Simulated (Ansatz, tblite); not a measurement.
# The cluster Se₅+: a ladder of methods and basis sets

The task here is to estimate one member of a computed series from the others.

The runs use Ansatz 0.2.0, Gaussian basis; as each input shows.

The runs, in order: GFN1-xTB, GFN2-xTB, PBE-D4/def2-TZVP, r2SCAN-D4/def2-TZVP, r2SCANh-D4/def2-TZVP, BHLYP-D4/def2-TZVP, PBE-D4/def2-SVP, PBE0-D4/def2-SVP, MP2/def2-TZVP, RPA/def2-TZVP.

6 further runs of the same task are left out: 3 that didn't finish, 3 set aside as unsound or not needed. Runs told in other sessions of the task aren't counted.

## The geometry

The geometry is that of the doublet, from an earlier relaxation (r2SCAN-D4/def2-SVP). At that level it is the lowest of the isomers that a small search found.

5 atoms, charge 1, spin multiplicity 2.

Bond lengths: Se1–Se2 2.365 Å, Se1–Se4 2.335 Å, Se2–Se5 2.339 Å, Se3–Se4 2.328 Å, Se3–Se5 2.367 Å. Angles: Se2–Se1–Se4 98.2°, Se1–Se2–Se5 102.5°, Se4–Se3–Se5 97.3°, Se1–Se4–Se3 92.1°, Se2–Se5–Se3 102.3°.

The ion is computed in the gas phase, without counter-ions or solvent.

PBE0-D4/def2-TZVP was run before; its log isn't repeated, and its numbers join the tables.

Set-up of the first run:

Tight binding, by tblite at 300 K electronic temperature and without a spin-polarisation term:

```python
tblite.interface.Calculator('GFN1-xTB', numbers, positions, charge=1, uhf=1).singlepoint()
```

Tight binding, by tblite at 300 K electronic temperature and without a spin-polarisation term:

```python
tblite.interface.Calculator('GFN2-xTB', numbers, positions, charge=1, uhf=1).singlepoint()
```

start.molden holds the orbitals of an earlier run on this state, given as this run's starting guess.

in.yaml reads:

```yaml
crystal:
  periodic: [false, false, false]
  atoms:
    - {symbol: Se, position_ang: [-1.512296, 0.604285, 0.934884]}
    - {symbol: Se, position_ang: [0.590544, 1.676668, 0.795930]}
    - {symbol: Se, position_ang: [0.022518, -1.121390, -1.503403]}
    - {symbol: Se, position_ang: [-0.786281, -1.593733, 0.628240]}
    - {symbol: Se, position_ang: [1.685515, 0.434161, -0.855651]}
basis:
  gaussian: {orbitals: def2-TZVP, initial_orbitals: start.molden}
total_charge: 1
magnetization: {spin_polarized: true, initial_magnetization: 1}
hamiltonian: {xc: pbe, dispersion: d4}
scf: {omitted_lower_state_checks: [starts]}
output: {forces: true, orbitals: {seedname: orbitals}}
```

Command:

```console
ansatz run in.yaml --threads 4 --pin off --events-out ev --progress --plain --max-ram 4787MiB
```

Steps of the session up to this table: PBE-D4/def2-TZVP; r2SCAN-D4/def2-TZVP; r2SCANh-D4/def2-TZVP; BHLYP-D4/def2-TZVP; PBE-D4/def2-SVP; PBE0-D4/def2-SVP; MP2/def2-TZVP; RPA/def2-TZVP.

One of the session's tables, all rows but one given; the rest of the session is left out.

It belongs to the step «Levels side by side». 

```
               level  HOMO (eV)  LUMO (eV)  gap (eV)
     PBE-D4/def2-SVP     -10.60     -10.11      0.48
    PBE-D4/def2-TZVP     -10.51     -10.01      0.50
 r2SCAN-D4/def2-TZVP          ?          ?         ?
r2SCANh-D4/def2-TZVP     -11.26      -9.87      1.39
    PBE0-D4/def2-SVP     -11.79      -9.66      2.13
   PBE0-D4/def2-TZVP     -11.65      -9.50      2.15
  BHLYP-D4/def2-TZVP     -12.44      -8.80      3.65
```

Q: Estimate the row for r2SCAN-D4/def2-TZVP from the others.

As computed: HOMO (eV): -10.84; LUMO (eV): -10.09; gap (eV): 0.75. In the column «HOMO (eV)» it lies between r2SCANh-D4/def2-TZVP (-11.26) and PBE-D4/def2-SVP (-10.60).
